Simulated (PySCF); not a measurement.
# NAlO2H4 in PySCF: further runs

The runs below take NAlO2H4 through G0W0 quasiparticle levels, excitation energies (Tamm-Dancoff), CCSD(T) correlation energy, with PBE0, HF.

Everything below comes from runs of PySCF 2.14.0. Logs are shortened: lines on timing, memory, paths and dates and some standing lists are left out, and cuts for length are marked.

## Step 1: The cell of the first run

The cell holds a molecule in a box, 8 atoms: a = 13.000 Å, b = 14.000 Å, c = 11.000 Å, α = 90.00°, β = 90.00°, γ = 90.00°.

## Step 2: G0W0 quasiparticle levels, PBE0 (atoms moved at random, drawn with an rms of 0.05 Å)

run.py

```python
import json
import numpy as np
from pyscf.pbc import gto, scf, dft, df

cell = gto.Cell()
cell.basis = '6-31g*'
cell.fromfile('AlH4NO2.cif')
cell.exp_to_discard = 0
cell.precision = 1e-08
cell.max_memory = 2520  # MB
cell.verbose = 4
cell.build()

res = {}
kpts = cell.make_kpts([1, 1, 1])
mf = dft.KRKS(cell, kpts, xc='pbe0', exxdiv='ewald')
mf = mf.density_fit()
mf.with_df._cderi = 'cderi.h5'  # three-centre integrals saved by an earlier run on this cell, basis and mesh
mf.conv_tol = 1e-08
mf.max_cycle = 60

mf.kernel()
res.update(converged=bool(mf.converged), e_tot=mf.e_tot, nelec=cell.nelectron, nao=cell.nao, mesh=list(map(int, cell.mesh)), a=cell.lattice_vectors().tolist(), coords=cell.atom_coords().tolist(),
           mo_energy=[np.real(x).tolist() for x in mf.mo_energy], mo_occ=[np.real(x).tolist() for x in mf.mo_occ])
import h5py
print('fit functions by k pair:', sorted({v['0'].shape[0] for v in h5py.File(mf.with_df._cderi)['j3c'].values()}))
res.update(kpts=cell.get_scaled_kpts(kpts).tolist())
res['parts'] = {k: float(np.real(v)) for k, v in mf.scf_summary.items() if np.isscalar(v)}
json.dump(res, open('results.json', 'w'))
if not mf.converged:
    raise SystemExit('SCF not converged')

print('levels (eV)')
for i, kp in enumerate(res['kpts'][:40]):
    print('k %7.4f %7.4f %7.4f  ' % tuple(kp), ' '.join('%.3f' % (x * 27.211386) for x in res['mo_energy'][i][:25]))

# Mulliken populations
dm, s = np.asarray(mf.make_rdm1()), np.asarray(mf.get_ovlp())
sites = cell.aoslice_by_atom()[:, 2:]
tot = np.einsum('kij,kji->i', dm, s).real / len(kpts)
res['mulliken'] = [cell.atom_charge(i) - tot[a0:a1].sum() for i, (a0, a1) in enumerate(sites)]
print('Mulliken charges', np.round(res['mulliken'], 5))

from pyscf.pbc.gw.krgw_ac import KRGWAC
gw = KRGWAC(mf, frozen=8)
gw.fc = True
orbs = list(range(17, 23))
gw.kernel(orbs=orbs)
res['orbs'] = orbs
res['qp'] = np.asarray(gw.mo_energy).real.tolist()
res['done'] = True
json.dump(res, open('results.json', 'w'))
```

AlH4NO2.cif

```cif
data_AlH4NO2
_cell_length_a 13.00000000
_cell_length_b 14.00000000
_cell_length_c 11.00000000
_cell_angle_alpha 90.00000000
_cell_angle_beta 90.00000000
_cell_angle_gamma 90.00000000
_space_group_name_H-M_alt 'P1'
_space_group_name_Hall 'P 1'
_space_group_IT_number 1
loop_
_space_group_symop_operation_xyz
'x,y,z'
loop_
_atom_site_label
_atom_site_type_symbol
_atom_site_symmetry_multiplicity
_atom_site_Wyckoff_symbol
_atom_site_fract_x
_atom_site_fract_y
_atom_site_fract_z
_atom_site_occupancy
N1 N 1 a 0.4300260000 0.6072090000 0.5301600000 1
Al1 Al 1 a 0.4659830000 0.4864900000 0.5151400000 1
O1 O 1 a 0.5853970000 0.4521190000 0.4726060000 1
O2 O 1 a 0.3764810000 0.4037900000 0.5471780000 1
H1 H 1 a 0.4762530000 0.6715840000 0.5119630000 1
H2 H 1 a 0.3604760000 0.6291930000 0.5541100000 1
H3 H 1 a 0.6434870000 0.4969120000 0.4496840000 1
H4 H 1 a 0.3932330000 0.3391350000 0.5383990000 1
```

Potentials or basis: 6-31g* (all-electron).

Command:

```
OMP_NUM_THREADS=2 python -u run.py > log
```

Log:

```text
Discarded 0 diffused primitive functions, 0 contracted functions

******** <class 'pyscf.pbc.dft.krks.KRKS'> ********
method = KRKS
initial guess = minao
damping factor = 0
level_shift factor = 0
DIIS = <class 'pyscf.scf.diis.CDIIS'>
diis_start_cycle = 1
diis_space = 8
diis_damp = 0
SCF conv_tol = 1e-08
SCF conv_tol_grad = None
SCF max_cycles = 60
direct_scf = True
direct_scf_tol = 1e-13

******** PBC SCF flags ********
N kpts = 1
Exchange divergence treatment (exxdiv) = ewald
    madelung (= occupied orbital energy shift) = 0.11727034642513769
    Total energy shift due to Ewald probe charge = -1/2 * Nelec*madelung = -2.3454069285
DF object = <pyscf.pbc.df.df.GDF object>
XC functionals = pbe0
small_rho_cutoff = 0
radial grids:
    Treutler-Ahlrichs [JCP 102, 346 (1995); DOI:10.1063/1.469408] (M4) radial grids

becke partition: Becke, JCP 88, 2547 (1988); DOI:10.1063/1.454033
pruning grids: <function nwchem_prune>
grids dens level: 3
symmetrized grids: False
atomic radii adjust function: <function treutler_atomic_radii_adjust>
Set gradient conv threshold to 0.0001

******** <class 'pyscf.pbc.df.rsdf_builder._RSNucBuilder'> ********
mesh = [47 49 39] (89817 PWs)
ke_cutoff = 16.24420340916599
omega = 0.5072304224632032
exclude_d_aux = False
exclude_dd_block = True
j2c_eig_always = False
has_long_range = True
tot grids = 100456
cell vol = 13510.1657  sum(weights) = 13561.2758
nelec by numeric integration = 39.99998940201564
init E= -449.995248128894
  HOMO = -0.305167935591  LUMO = -0.0695192912054  gap/eV = 6.41233
nelec by numeric integration = 39.999994099616785
cycle= 1 E= -449.560876373825  delta_E= 0.434  |g|= 1.09  |ddm|= 2.49
  HOMO = -0.11886776392  LUMO = 0.0535437848379  gap/eV = 4.69156
nelec by numeric integration = 39.9999878638928
cycle= 2 E= -449.275686679371  delta_E= 0.285  |g|= 1.61  |ddm|= 1.71
  HOMO = -0.231399430745  LUMO = 0.0139441091825  gap/eV = 6.67614
nelec by numeric integration = 39.999992185416616
cycle= 3 E= -449.788545708446  delta_E= -0.513  |g|= 0.0994  |ddm|= 1.09
  HOMO = -0.253570475311  LUMO = 0.0125142022495  gap/eV = 7.24053
nelec by numeric integration = 39.99999222600157
cycle= 4 E= -449.789923925909  delta_E= -0.00138  |g|= 0.0606  |ddm|= 0.109
  HOMO = -0.243239177748  LUMO = 0.0139232329472  gap/eV = 6.99775
nelec by numeric integration = 39.999992127038354
cycle= 5 E= -449.79072091305  delta_E= -0.000797  |g|= 0.00805  |ddm|= 0.0432
  HOMO = -0.243525505952  LUMO = 0.0144473343936  gap/eV = 7.01980
nelec by numeric integration = 39.99999213986478
cycle= 6 E= -449.790735876237  delta_E= -1.5e-05  |g|= 0.00153  |ddm|= 0.00824
  HOMO = -0.24353447063  LUMO = 0.0143772895242  gap/eV = 7.01814
nelec by numeric integration = 39.99999214056019
cycle= 7 E= -449.790736172387  delta_E= -2.96e-07  |g|= 0.000965  |ddm|= 0.00152
  HOMO = -0.243509720876  LUMO = 0.0143612739024  gap/eV = 7.01703
nelec by numeric integration = 39.99999214021471
cycle= 8 E= -449.790736349366  delta_E= -1.77e-07  |g|= 0.000117  |ddm|= 0.00066
  HOMO = -0.243513196649  LUMO = 0.0143643260672  gap/eV = 7.01720
nelec by numeric integration = 39.999992140409674
cycle= 9 E= -449.790736352468  delta_E= -3.1e-09  |g|= 1.02e-05  |ddm|= 0.000106
  HOMO = -0.243517508602  LUMO = 0.0143633242072  gap/eV = 7.01729
nelec by numeric integration = 39.999992140427054
Extra cycle  E= -449.790736352462  delta_E= 5.34e-12  |g|= 1.28e-05  |ddm|= 1.7e-05
converged SCF energy = -449.790736352462
fit functions by k pair: [414]
levels (eV)
k  0.0000  0.0000  0.0000   -1527.157 -522.048 -521.811 -390.423 -112.984 -73.049 -72.947 -72.917 -26.774 -26.205 -22.278 -13.665 -13.036 -12.357 -10.938 -9.008 -8.790 -8.755 -8.134 -6.626 0.391 1.875 2.349 2.443 3.933
Mulliken charges [-0.9485   0.9968  -0.79767 -0.795    0.32413  0.35399  0.42734  0.43891]

******** <class 'pyscf.pbc.gw.krgw_ac.KRGWAC'> ********
method = KRGWAC
GW nocc = 12, nvir = 48, nkpts = 1
frozen orbitals = 8
orbital list = [17, 18, 19, 20, 21, 22]
off-diagonal self-energy = False
GW density matrix = False
density-fitting for exchange = False
outcore for self-energy= False
finite size corrections = True
grids for finite size corrections = False
broadening parameter = 5.000e-03
number of grids = 100
analytic continuation method = pade
imaginary frequency cutoff = 5.0
Pade points = 18
Pade step ratio = 0.667
use perturbative linearized QP eqn = False
QPE max iter = 100
QPE tolerance = 1.0e-06

WARN: GW QP energies may not be sorted from min to max
```

Run time: 36 s. Hardware: 2 threads of Intel Xeon at 2.70GHz, shared host; peak memory 1.9 GiB.

What came out:

* Free energy: -12239.4295 eV
* Gap between the frontier levels, mean-field level: 7.02 eV
* Mulliken charges: N -0.95; Al +1.00; O -0.80; H +0.32, +0.35, +0.43, +0.44 e
* Quasiparticle gap: 11.01 eV

Caveat: the basis is small and the box finite, so much correlation energy is missing and levels can be off by tenths of an eV; Mulliken charges move with the basis; this is a molecule in a periodic box at the Γ point, so its band gap is the HOMO-LUMO gap; total energy, band gap and charges are those of the mean-field reference; the basis of atomic orbitals isn't converged, which shifts pressures, moduli and gaps.

## Step 3: Excitation energies (Tamm-Dancoff), PBE0 (atoms moved at random, drawn with an rms of 0.05 Å)

run.py: that of step 2 with these lines changed.

```diff
@@ -43,9 +43,9 @@
 
-from pyscf.pbc.gw.krgw_ac import KRGWAC
-gw = KRGWAC(mf, frozen=8)
-gw.fc = True
-orbs = list(range(17, 23))
-gw.kernel(orbs=orbs)
-res['orbs'] = orbs
-res['qp'] = np.asarray(gw.mo_energy).real.tolist()
+from pyscf.pbc import tdscf
+td = tdscf.KTDA(mf)
+td.nstates = 5
+td.kshift_lst = [0]
+td.conv_tol = 1e-5
+td.kernel()
+res.update(excitations=np.real(td.e[0]).tolist(), post_converged=bool(np.all(td.converged)))
 res['done'] = True
```

AlH4NO2.cif is that of step 2.

Potentials or basis: 6-31g* (all-electron).

Command:

```
OMP_NUM_THREADS=2 python -u run.py > log
```

Log:

```text
Discarded 0 diffused primitive functions, 0 contracted functions

******** <class 'pyscf.pbc.dft.krks.KRKS'> ********
method = KRKS
initial guess = minao
damping factor = 0
level_shift factor = 0
DIIS = <class 'pyscf.scf.diis.CDIIS'>
diis_start_cycle = 1
diis_space = 8
diis_damp = 0
SCF conv_tol = 1e-08
SCF conv_tol_grad = None
SCF max_cycles = 60
direct_scf = True
direct_scf_tol = 1e-13

******** PBC SCF flags ********
N kpts = 1
Exchange divergence treatment (exxdiv) = ewald
    madelung (= occupied orbital energy shift) = 0.11727034642513769
    Total energy shift due to Ewald probe charge = -1/2 * Nelec*madelung = -2.3454069285
DF object = <pyscf.pbc.df.df.GDF object>
XC functionals = pbe0
small_rho_cutoff = 0
radial grids:
    Treutler-Ahlrichs [JCP 102, 346 (1995); DOI:10.1063/1.469408] (M4) radial grids

becke partition: Becke, JCP 88, 2547 (1988); DOI:10.1063/1.454033
pruning grids: <function nwchem_prune>
grids dens level: 3
symmetrized grids: False
atomic radii adjust function: <function treutler_atomic_radii_adjust>
Set gradient conv threshold to 0.0001

******** <class 'pyscf.pbc.df.rsdf_builder._RSNucBuilder'> ********
mesh = [47 49 39] (89817 PWs)
ke_cutoff = 16.24420340916599
omega = 0.5072304224632032
exclude_d_aux = False
exclude_dd_block = True
j2c_eig_always = False
has_long_range = True
tot grids = 100456
cell vol = 13510.1657  sum(weights) = 13561.2758
nelec by numeric integration = 39.99998940201564
init E= -449.995248128894
  HOMO = -0.305167935591  LUMO = -0.0695192912054  gap/eV = 6.41233
nelec by numeric integration = 39.999994099616785
cycle= 1 E= -449.560876373825  delta_E= 0.434  |g|= 1.09  |ddm|= 2.49
  HOMO = -0.11886776392  LUMO = 0.0535437848379  gap/eV = 4.69156
nelec by numeric integration = 39.9999878638928
cycle= 2 E= -449.275686679372  delta_E= 0.285  |g|= 1.61  |ddm|= 1.71
  HOMO = -0.231399430745  LUMO = 0.0139441091825  gap/eV = 6.67614
nelec by numeric integration = 39.999992185416616
cycle= 3 E= -449.788545708446  delta_E= -0.513  |g|= 0.0994  |ddm|= 1.09
  HOMO = -0.253570475311  LUMO = 0.0125142022495  gap/eV = 7.24053
nelec by numeric integration = 39.99999222600157
cycle= 4 E= -449.789923925909  delta_E= -0.00138  |g|= 0.0606  |ddm|= 0.109
  HOMO = -0.243239177748  LUMO = 0.0139232329472  gap/eV = 6.99775
nelec by numeric integration = 39.999992127038354
cycle= 5 E= -449.79072091305  delta_E= -0.000797  |g|= 0.00805  |ddm|= 0.0432
  HOMO = -0.243525505952  LUMO = 0.0144473343936  gap/eV = 7.01980
nelec by numeric integration = 39.99999213986477
cycle= 6 E= -449.790735876237  delta_E= -1.5e-05  |g|= 0.00153  |ddm|= 0.00824
  HOMO = -0.24353447063  LUMO = 0.0143772895242  gap/eV = 7.01814
nelec by numeric integration = 39.999992140560195
cycle= 7 E= -449.790736172387  delta_E= -2.96e-07  |g|= 0.000965  |ddm|= 0.00152
  HOMO = -0.243509720876  LUMO = 0.0143612739024  gap/eV = 7.01703
nelec by numeric integration = 39.999992140214715
cycle= 8 E= -449.790736349366  delta_E= -1.77e-07  |g|= 0.000117  |ddm|= 0.00066
  HOMO = -0.243513196649  LUMO = 0.0143643260672  gap/eV = 7.01720
nelec by numeric integration = 39.999992140409674
cycle= 9 E= -449.790736352467  delta_E= -3.1e-09  |g|= 1.02e-05  |ddm|= 0.000106
  HOMO = -0.243517508602  LUMO = 0.0143633242072  gap/eV = 7.01729
nelec by numeric integration = 39.99999214042705
Extra cycle  E= -449.790736352462  delta_E= 5e-12  |g|= 1.28e-05  |ddm|= 1.7e-05
converged SCF energy = -449.790736352462
fit functions by k pair: [414]
levels (eV)
k  0.0000  0.0000  0.0000   -1527.157 -522.048 -521.811 -390.423 -112.984 -73.049 -72.947 -72.917 -26.774 -26.205 -22.278 -13.665 -13.036 -12.357 -10.938 -9.008 -8.790 -8.755 -8.134 -6.626 0.391 1.875 2.349 2.443 3.933
Mulliken charges [-0.9485   0.9968  -0.79767 -0.795    0.32413  0.35399  0.42734  0.43891]

******** <class 'pyscf.pbc.tdscf.krks.TDA'> for <class 'pyscf.pbc.dft.krks.KRKS'> ********
nstates = 5 singlet
deg_eia_thresh = 1.000e-03
kshift_lst = [0]
wfnsym = None
conv_tol = 1e-05
eigh lindep = 1e-12
eigh level_shift = 0
eigh max_cycle = 100

nelec by numeric integration = 39.99999214042705

******** <class 'pyscf.pbc.df.rsdf_builder._RSNucBuilder'> ********
mesh = [47 49 39] (89817 PWs)
ke_cutoff = 16.24420340916599
omega = 0.5072304224632032
exclude_d_aux = False
exclude_dd_block = True
j2c_eig_always = False
has_long_range = True
kshift = 0  Excited State energies (eV)
[5.56094548 6.89537545 7.49309134 7.51035681 7.64444407]
```

Run time: 77 s. Hardware: 2 threads of Intel Xeon at 2.70GHz, shared host; peak memory 1.9 GiB.

What came out:

* Free energy: -12239.4295 eV
* Gap between the frontier levels: 7.02 eV
* Mulliken charges: N -0.95; Al +1.00; O -0.80; H +0.32, +0.35, +0.43, +0.44 e

Lowest excitation energies (eV): 5.56, 6.90, 7.49, 7.51, 7.64

Caveat: the basis is small and the box finite, so much correlation energy is missing and levels can be off by tenths of an eV; Mulliken charges move with the basis; the iterative solver can pass over a root and still report convergence; this is a molecule in a periodic box at the Γ point, so its band gap is the HOMO-LUMO gap; total energy, band gap and charges are those of the mean-field reference; the basis of atomic orbitals isn't converged, which shifts pressures, moduli and gaps.

(Continued in part 2 of 2.)
